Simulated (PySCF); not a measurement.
# AsS4 (-3): NMR shifts at several levels of theory

Aim: compute the NMR shifts of AsS4 (-3) (`S=[As]([S-])([S-])[S-]`) at several levels, and see how far they spread and what each costs.

The runs use PySCF 2.14.0, with density-fitted response routines of our own; the level of theory stands in each step. All values are computed, except where a source is named. Atoms are numbered from 0 throughout.

## Step 1: The molecule as given

5 atoms, charge -3, multiplicity 1; geometry from: GFN2-xTB.

Bonds of the start (Å): S0–As1 2.16, As1–S2 2.16, As1–S3 2.16, As1–S4 2.16.

## Step 2: Geometry optimisation at PBE0-D3(BJ)/def2-SVP

Job settings and geometry (Å):

```
{"job": {"xc": "PBE0", "basis": "def2-SVP", "d3": "d3bj", "grid": 1, "kind": "geom"}, "charge": -3, "multiplicity": 1}
S      0.008200     0.050600     2.162990
As     0.000030     0.000090     0.000130
S      1.937850    -0.645570    -0.713540
S     -0.428620     1.977520    -0.766080
S     -1.517470    -1.382540    -0.683400
```

Log:

```text
step   0  E = -3826.84089187  max force = 0.017711
step   1  E = -3826.84423197  max force = 0.002756
step   2  E = -3826.84433414  max force = 0.000321
step   3  E = -3826.84433785  max force = 0.000271
optimisation converged
```

Run time: 14 s. Hardware: 4 threads of Intel Xeon Platinum 8259CL at 2.50GHz (Skylake/Cascade Lake), shared host.

Step by step:

| step | energy from step 0 (eV) | largest force component (eV/Å) |
| --- | --- | --- |
| 0 | 0.0000 | 0.9107 |
| 1 | -0.0909 | 0.1417 |
| 2 | -0.0937 | 0.0165 |
| 3 | -0.0938 | 0.0139 |

Distances of close pairs at the start and the end, largest changes first:

| bond | before (Å) | after (Å) | change (Å) |
| --- | --- | --- | --- |
| As1–S3 | 2.164 | 2.219 | +0.055 |
| S0–As1 | 2.163 | 2.218 | +0.055 |
| As1–S2 | 2.164 | 2.216 | +0.053 |
| As1–S4 | 2.164 | 2.216 | +0.052 |

The final coordinates are the input of the step that follows.

| at the end point | value |
| --- | --- |
| point group (found at 0.08 Å tolerance) | Td |
| rotational constants (GHz, main isotopes) | 1.207, 1.206, 1.204 |

## Step 3: NMR shieldings: PBE0/pcSseg-2

Job settings and geometry (Å):

```
{"job": {"kind": "nmr", "xc": "PBE0", "basis": "pcSseg-2", "pop": false}, "charge": -3, "multiplicity": 1}
S      0.001592     0.054509     2.216603
As     0.000054     0.000775    -0.000731
S      1.995330    -0.639669    -0.722930
S     -0.465121     2.021949    -0.788337
S     -1.531866    -1.437464    -0.704506
```

Level: GIAO PBE0/pcSseg-2 NMR shielding, non-relativistic, gas phase.

Log:

```text
coarse grid: 32600 points
cycle   1  E = -3827.6059189729  dE = -2.639e-01  |g| = 1.167e+00  |ddm| = 2.173e+00
cycle   2  E = -3827.6132884305  dE = -7.369e-03  |g| = 1.257e+00  |ddm| = 2.285e+00
cycle   3  E = -3827.8107522594  dE = -1.975e-01  |g| = 1.191e-01  |ddm| = 9.543e-01
cycle   4  E = -3827.8101903180  dE =  5.619e-04  |g| = 1.010e-01  |ddm| = 1.939e-01
cycle   5  E = -3827.8128583283  dE = -2.668e-03  |g| = 1.234e-02  |ddm| = 1.115e-01
cycle   6  E = -3827.8128982357  dE = -3.991e-05  |g| = 4.364e-03  |ddm| = 1.576e-02
cycle   7  E = -3827.8129022843  dE = -4.049e-06  |g| = 1.779e-04  |ddm| = 3.701e-03
final grid: 60064 points
cycle   8  E = -3827.8129081145  dE = -5.697e-08  |g| = 1.865e-04  |ddm| = 9.249e-04
cycle   9  E = -3827.8129081136  dE =  8.549e-10  |g| = 2.038e-04  |ddm| = 4.181e-04
cycle  10  E = -3827.8129081212  dE = -7.546e-09  |g| = 2.836e-05  |ddm| = 2.138e-04
cycle  11  E = -3827.8129081214  dE = -1.901e-10  |g| = 1.122e-05  |ddm| = 3.607e-05
converged SCF energy = -3827.8129081214

GIAO shielding tensors (ppm)
atom      isotropic    diamagn.    paramagn.     s11        s22        s33       span
  0 S      183.007    1058.604    -875.598   -121.512   -118.729    789.260    910.772
  1 As     752.840    2864.473   -2111.634    751.602    752.541    754.376      2.775
  2 S      185.028    1058.609    -873.581   -117.665   -115.698    788.446    906.112
  3 S      183.299    1058.600    -875.301   -121.247   -118.802    789.945    911.192
  4 S      185.372    1058.611    -873.239   -117.134   -114.790    788.040    905.174
```

It took 24 s on 4 threads of Intel Xeon Platinum 8259CL at 2.50GHz (Skylake/Cascade Lake), shared host.

Shifts follow as δ = σ(reference) − σ, with reference shieldings (ppm) from runs at the same level and on the same kind of geometry: 33S CS2 503, 75As AsH3 1915. The references are single molecules in the gas phase. Shifts against hydride references such as AlH4− lie on their own scale. Atoms listed in one row are averaged.

| atoms | environment | σ (ppm) | δ (ppm) |
| --- | --- | --- | --- |
| S0, S2, S3, S4 | sulfur bonded to As | 184 | 319 |
| As1 | arsenic bonded to 4 S | 753 | 1162 |

## Step 4: Shielding tensors: PBE/pcSseg-2

Job settings and geometry (Å):

```
{"job": {"kind": "nmr", "xc": "PBE", "basis": "pcSseg-2", "pop": false}, "charge": -3, "multiplicity": 1}
S      0.001592     0.054509     2.216603
As     0.000054     0.000775    -0.000731
S      1.995330    -0.639669    -0.722930
S     -0.465121     2.021949    -0.788337
S     -1.531866    -1.437464    -0.704506
```

Method: GIAO PBE/pcSseg-2 NMR shielding, non-relativistic, gas phase.

Log:

```text
coarse grid: 32600 points
cycle   1  E = -3827.3808514810  dE = -1.416e-01  |g| = 1.360e+00  |ddm| = 2.198e+00
cycle   2  E = -3827.1427645813  dE =  2.381e-01  |g| = 1.778e+00  |ddm| = 3.242e+00
cycle   3  E = -3827.6401577342  dE = -4.974e-01  |g| = 1.320e-01  |ddm| = 1.929e+00
cycle   4  E = -3827.6420926364  dE = -1.935e-03  |g| = 2.591e-02  |ddm| = 1.074e-01
cycle   5  E = -3827.6421097399  dE = -1.710e-05  |g| = 1.026e-02  |ddm| = 2.289e-02
cycle   6  E = -3827.6421331272  dE = -2.339e-05  |g| = 4.869e-03  |ddm| = 1.394e-02
cycle   7  E = -3827.6421394650  dE = -6.338e-06  |g| = 8.747e-04  |ddm| = 6.223e-03
final grid: 60064 points
cycle   8  E = -3827.6421452081  dE =  8.803e-07  |g| = 2.044e-03  |ddm| = 3.507e-03
cycle   9  E = -3827.6421390625  dE =  6.146e-06  |g| = 5.182e-03  |ddm| = 7.720e-03
cycle  10  E = -3827.6421463864  dE = -7.324e-06  |g| = 4.014e-04  |ddm| = 5.232e-03
cycle  11  E = -3827.6421464214  dE = -3.500e-08  |g| = 3.312e-05  |ddm| = 4.369e-04
cycle  12  E = -3827.6421464216  dE = -2.410e-10  |g| = 1.553e-05  |ddm| = 6.143e-05
converged SCF energy = -3827.6421464216

GIAO shielding tensors (ppm)
atom      isotropic    diamagn.    paramagn.     s11        s22        s33       span
  0 S       65.393    1058.661    -993.268   -278.470   -275.253    749.903   1028.373
  1 As     715.760    2864.087   -2148.327    714.635    715.489    717.156      2.520
  2 S       67.510    1058.665    -991.155   -274.384   -272.142    749.056   1023.440
  3 S       65.792    1058.657    -992.865   -278.081   -275.194    750.650   1028.731
  4 S       67.881    1058.667    -990.786   -273.815   -271.171    748.628   1022.443
```

Run time: 19 s. Hardware: 4 threads of Intel Xeon Platinum 8259CL at 2.50GHz (Skylake/Cascade Lake), shared host.

This run: δ S0 431, As1 1165 ppm (means over like atoms).

## Step 5: NMR shieldings: wB97X-D/pcSseg-2

Job settings and geometry (Å):

```
{"job": {"kind": "nmr", "xc": "wB97X-D", "basis": "pcSseg-2", "pop": false}, "charge": -3, "multiplicity": 1}
S      0.001592     0.054509     2.216603
As     0.000054     0.000775    -0.000731
S      1.995330    -0.639669    -0.722930
S     -0.465121     2.021949    -0.788337
S     -1.531866    -1.437464    -0.704506
```

Level: GIAO wB97X-D/pcSseg-2 NMR shielding, non-relativistic, gas phase.

Log:

```text
coarse grid: 32600 points
cycle   1  E = -3828.4713196791  dE = -4.335e-01  |g| = 1.194e+00  |ddm| = 2.145e+00
cycle   2  E = -3828.5525460315  dE = -8.123e-02  |g| = 1.200e+00  |ddm| = 1.722e+00
cycle   3  E = -3828.6867090838  dE = -1.342e-01  |g| = 1.646e-01  |ddm| = 5.991e-01
cycle   4  E = -3828.6906581124  dE = -3.949e-03  |g| = 5.626e-02  |ddm| = 1.809e-01
cycle   5  E = -3828.6912672969  dE = -6.092e-04  |g| = 1.138e-02  |ddm| = 6.677e-02
cycle   6  E = -3828.6913054357  dE = -3.814e-05  |g| = 6.595e-03  |ddm| = 2.219e-02
cycle   7  E = -3828.6913174315  dE = -1.200e-05  |g| = 7.651e-04  |ddm| = 7.986e-03
cycle   8  E = -3828.6913178566  dE = -4.251e-07  |g| = 1.961e-04  |ddm| = 1.931e-03
final grid: 60064 points
cycle   9  E = -3828.6913282149  dE = -2.038e-06  |g| = 8.305e-04  |ddm| = 3.392e-03
cycle  10  E = -3828.6913282868  dE = -7.193e-08  |g| = 5.159e-04  |ddm| = 1.025e-03
cycle  11  E = -3828.6913283221  dE = -3.529e-08  |g| = 8.510e-05  |ddm| = 4.056e-04
cycle  12  E = -3828.6913283241  dE = -2.036e-09  |g| = 6.992e-05  |ddm| = 1.517e-04
cycle  13  E = -3828.6913283254  dE = -1.210e-09  |g| = 1.279e-05  |ddm| = 7.098e-05
cycle  14  E = -3828.6913283255  dE = -1.037e-10  |g| = 5.208e-06  |ddm| = 2.925e-05
converged SCF energy = -3828.6913283255

GIAO shielding tensors (ppm)
atom      isotropic    diamagn.    paramagn.     s11        s22        s33       span
  0 S      213.059    1059.019    -845.960    -90.017    -87.391    816.587    906.605
  1 As     711.604    2864.772   -2153.168    710.337    711.280    713.195      2.857
  2 S      214.978    1059.024    -844.046    -86.284    -84.597    815.815    902.099
  3 S      213.453    1059.014    -845.561    -89.714    -87.116    817.189    906.902
  4 S      215.391    1059.027    -843.636    -85.754    -83.512    815.439    901.194
```

Run time: 34 s. Hardware: 4 threads of Intel Xeon Platinum 8259CL at 2.50GHz (Skylake/Cascade Lake), shared host.

This run: δ S0 286, As1 1178 ppm (means over like atoms).

## Step 6: Nuclear shieldings: KT2/pcSseg-2

Job settings and geometry (Å):

```
{"job": {"kind": "nmr", "xc": "KT2", "basis": "pcSseg-2", "pop": false}, "charge": -3, "multiplicity": 1}
S      0.001592     0.054509     2.216603
As     0.000054     0.000775    -0.000731
S      1.995330    -0.639669    -0.722930
S     -0.465121     2.021949    -0.788337
S     -1.531866    -1.437464    -0.704506
```

With the program's defaults for keys left out, this is: GIAO KT2/pcSseg-2 NMR shielding, non-relativistic, gas phase.

Log:

```text
coarse grid: 32600 points
cycle   1  E = -3849.8661694487  dE = -1.071e-01  |g| = 9.744e-01  |ddm| = 2.153e+00
cycle   2  E = -3849.6418279059  dE =  2.243e-01  |g| = 1.334e+00  |ddm| = 3.326e+00
cycle   3  E = -3850.1026826279  dE = -4.609e-01  |g| = 1.412e-01  |ddm| = 2.028e+00
cycle   4  E = -3850.0977781951  dE =  4.904e-03  |g| = 2.020e-01  |ddm| = 3.473e-01
cycle   5  E = -3850.1087269775  dE = -1.095e-02  |g| = 1.061e-02  |ddm| = 1.826e-01
cycle   6  E = -3850.1087507749  dE = -2.380e-05  |g| = 2.788e-03  |ddm| = 1.136e-02
cycle   7  E = -3850.1087520784  dE = -1.303e-06  |g| = 5.689e-04  |ddm| = 2.534e-03
final grid: 60064 points
cycle   8  E = -3850.1087870963  dE =  7.366e-09  |g| = 9.893e-04  |ddm| = 1.768e-03
cycle   9  E = -3850.1087864769  dE =  6.193e-07  |g| = 1.940e-03  |ddm| = 2.695e-03
cycle  10  E = -3850.1087872618  dE = -7.849e-07  |g| = 2.971e-04  |ddm| = 2.037e-03
cycle  11  E = -3850.1087872893  dE = -2.746e-08  |g| = 2.910e-05  |ddm| = 3.973e-04
cycle  12  E = -3850.1087872894  dE = -1.073e-10  |g| = 2.130e-05  |ddm| = 4.536e-05
converged SCF energy = -3850.1087872894

GIAO shielding tensors (ppm)
atom      isotropic    diamagn.    paramagn.     s11        s22        s33       span
  0 S       95.988    1060.670    -964.682   -234.888   -231.775    754.625    989.513
  1 As     805.725    2869.122   -2063.397    804.659    805.470    807.046      2.386
  2 S       98.089    1060.673    -962.584   -230.872   -228.698    753.838    984.711
  3 S       96.407    1060.666    -964.259   -234.464   -231.677    755.362    989.826
  4 S       98.429    1060.675    -962.247   -230.342   -227.792    753.420    983.762
```

It took 19 s on 4 threads of Intel Xeon Platinum 8259CL at 2.50GHz (Skylake/Cascade Lake), shared host.

This run: δ S0 428, As1 1122 ppm (means over like atoms).

## Step 7: NMR shieldings: HF/pcSseg-2

Job settings and geometry (Å):

```
{"job": {"kind": "nmr", "xc": "HF", "basis": "pcSseg-2", "pop": false}, "charge": -3, "multiplicity": 1}
S      0.001592     0.054509     2.216603
As     0.000054     0.000775    -0.000731
S      1.995330    -0.639669    -0.722930
S     -0.465121     2.021949    -0.788337
S     -1.531866    -1.437464    -0.704506
```

Level: GIAO HF/pcSseg-2 NMR shielding, non-relativistic, gas phase.

Log:

```text
final grid: 60064 points
cycle   1  E = -3824.0776727038  dE = -4.929e-01  |g| = 8.341e-01  |ddm| = 2.137e+00
cycle   2  E = -3824.1893149080  dE = -1.116e-01  |g| = 5.719e-01  |ddm| = 1.217e+00
cycle   3  E = -3824.2198986577  dE = -3.058e-02  |g| = 8.325e-02  |ddm| = 2.936e-01
cycle   4  E = -3824.2216760352  dE = -1.777e-03  |g| = 2.857e-02  |ddm| = 1.028e-01
cycle   5  E = -3824.2220271740  dE = -3.511e-04  |g| = 9.626e-03  |ddm| = 4.760e-02
cycle   6  E = -3824.2221034055  dE = -7.623e-05  |g| = 3.652e-03  |ddm| = 2.693e-02
cycle   7  E = -3824.2221110673  dE = -7.662e-06  |g| = 1.181e-03  |ddm| = 7.392e-03
cycle   8  E = -3824.2221121825  dE = -1.115e-06  |g| = 1.961e-04  |ddm| = 4.174e-03
cycle   9  E = -3824.2221122204  dE = -3.788e-08  |g| = 4.038e-05  |ddm| = 8.046e-04
cycle  10  E = -3824.2221122214  dE = -1.022e-09  |g| = 5.407e-06  |ddm| = 1.235e-04
cycle  11  E = -3824.2221122214  dE = -5.457e-12  |g| = 1.521e-06  |ddm| = 1.225e-05
converged SCF energy = -3824.2221122214

GIAO shielding tensors (ppm)
atom      isotropic    diamagn.    paramagn.     s11        s22        s33       span
  0 S      404.976    1058.108    -653.132    168.381    170.361    876.187    707.806
  1 As     977.411    2863.711   -1886.300    976.140    977.140    978.952      2.812
  2 S      406.726    1058.115    -651.389    171.495    173.113    875.569    704.074
  3 S      405.165    1058.103    -652.938    168.494    170.298    876.702    708.207
  4 S      407.062    1058.118    -651.056    172.034    173.887    875.264    703.229
```

Wall time 16 s (4 threads of Intel Xeon Platinum 8259CL at 2.50GHz (Skylake/Cascade Lake), shared host).

This run: δ S0 116, As1 994 ppm (means over like atoms).

## Step 8: Side by side: NMR shifts

Shifts (ppm), means over like atoms, with basis size and wall time:

| run | S0 | As1 | functions | time |
| --- | --- | --- | --- | --- |
| PBE0/pcSseg-2 | 319 | 1162 | 235 | 24 s |
| PBE/pcSseg-2 | 431 | 1165 | 235 | 19 s |
| wB97X-D/pcSseg-2 | 286 | 1178 | 235 | 34 s |
| KT2/pcSseg-2 | 428 | 1122 | 235 | 19 s |
| HF/pcSseg-2 | 116 | 994 | 235 | 16 s |

## Step 9: Results

| quantity | value |
| --- | --- |
| point group | Td |
| rotational constants (main isotopes) | 1.21, 1.21, 1.20 GHz |
| 33S shifts against CS2 (PBE0/pcSseg-2, means over atoms taken as alike) | 319 ppm |
| 75As shifts against AsH3 (PBE0/pcSseg-2) | 1162 ppm |
| range of the shift of S0 | 116 to 431 ppm |

Single values in the summary come from the first run of each kind that ended normally (PBE0/pcSseg-2), which need not be the best level. Over 3 steps the energy fell by 0.094 eV; of the close pairs, As1–S3 changed most, 2.164 to 2.219 Å. At PBE0/pcSseg-2: Shielding is most anisotropic at S0, S2, S3, S4 (span 908 ppm, paramagnetic term -874 ppm). In ppm, S0 (with its like atoms) moves most: its shift spreads over 315 ppm, from 116 (HF/pcSseg-2) to 431 (PBE/pcSseg-2). Spin-orbit coupling is left out, which matters for shieldings and couplings at and beside the heavy atoms. At PBE0/pcSseg-2 the HOMO lies above zero (+6.54 eV), as often for anions in the gas phase: self-interaction error lifts it, or the electron is held by the finite basis alone; counter-ions and solvent are missing.
